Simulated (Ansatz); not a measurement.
# [NbO2F2]-: geometry, orbitals and charge

Aim: characterise [NbO2F2]- as a singlet: its structure, frontier levels and distribution of charge.

Program: Ansatz 0.2.0, Gaussian basis. Level of theory: RKS PBE0-D4/def2-TZVPD. These are calculated values, not measurements.

The runs, in order: relaxation at PBE-D4/def2-SVPD; a search for the lowest solution at PBE0-D4/def2-SVP; a single point at PBE0-D4/def2-TZVPD; harmonic vibrations at PBE-D4/def2-SVPD.

## 1. The system as given

5 atoms, charge -1, spin multiplicity 1.

Atoms are counted from 1 here; the program's logs count them from 0.

Bond lengths: Nb1–O2 1.714 Å, Nb1–O3 1.714 Å, Nb1–F4 1.921 Å, Nb1–F5 1.921 Å. Angles: O2–Nb1–O3 110.1°, O2–Nb1–F4 108.2°, O2–Nb1–F5 108.5°, O3–Nb1–F4 108.2°, O3–Nb1–F5 109.0°, F4–Nb1–F5 112.9°.

Coordinates:

```xyz
5

Nb    0.0271   -0.0041    0.0171
O     0.0260   -0.0147    1.7314
O     1.6375    0.0144   -0.5704
F    -0.8451    1.6026   -0.5740
F    -0.8455   -1.5983   -0.6042
```

Formally the metal is d0. Nb takes a core potential in the def2 sets. No spin-orbit coupling is included. The ion is computed in the gas phase, without counter-ions or solvent.

The start is a GFN2-xTB geometry.

## 2. Optimising with PBE-D4/def2-SVPD

Input file in.yaml:

```yaml
crystal:
  periodic: [false, false, false]
  atoms:
    - {symbol: Nb, position_ang: [0.027080, -0.004070, 0.017080]}
    - {symbol: O, position_ang: [0.026010, -0.014690, 1.731430]}
    - {symbol: O, position_ang: [1.637510, 0.014430, -0.570390]}
    - {symbol: F, position_ang: [-0.845090, 1.602600, -0.573960]}
    - {symbol: F, position_ang: [-0.845510, -1.598270, -0.604170]}
basis:
  gaussian: {orbitals: def2-SVPD}
total_charge: -1
hamiltonian: {xc: pbe, dispersion: d4}
scf: {lower_state_search: "off"}
output: {orbitals: {seedname: orbitals}}
relax: {f_tol: 0.02, max_steps: 100}
```

The run is started by

```console
ansatz run in.yaml --threads 4 --pin off --events-out ev --progress --plain --max-ram 3916MiB
```

The runs that follow: Searching for the lowest solution, PBE0-D4/def2-SVP; Single point, PBE0-D4/def2-TZVPD; Vibrations by finite differences.

Q: Predict the results of all the runs planned. Wanted: point group; near neighbours of the metal; HOMO, LUMO at PBE0-D4/def2-TZVPD; charge on the metal; lowest, highest wavenumber.

As calculated:

| quantity | value |
| --- | --- |
| point group | C2v |
| near neighbours of the metal | O 1.76, O 1.76, F 1.96, F 1.96 Å |
| HOMO, LUMO at PBE0-D4/def2-TZVPD | -3.02, 3.59 eV |
| charge on the metal (Mulliken, PBE0-D4/def2-TZVPD) | +2.36 e |
| lowest, highest wavenumber | 161, 916 cm⁻¹ |

The molecule keeps its bonding pattern by the stored test; the atoms moved 0.06 Å (rms). The metal has 4 near neighbours by the distance rule, from 1.76 to 1.96 Å. The Mulliken charge of the metal, +2.36 e, depends on the basis and isn't its oxidation state. All wavenumbers are real: a minimum at this level. The HOMO lies nearest to O2, O3 about 49 % each and the LUMO to F4, F5 about 32 % each; O2, O3 about 15 % each. Whether this spin is the lowest isn't tested here.
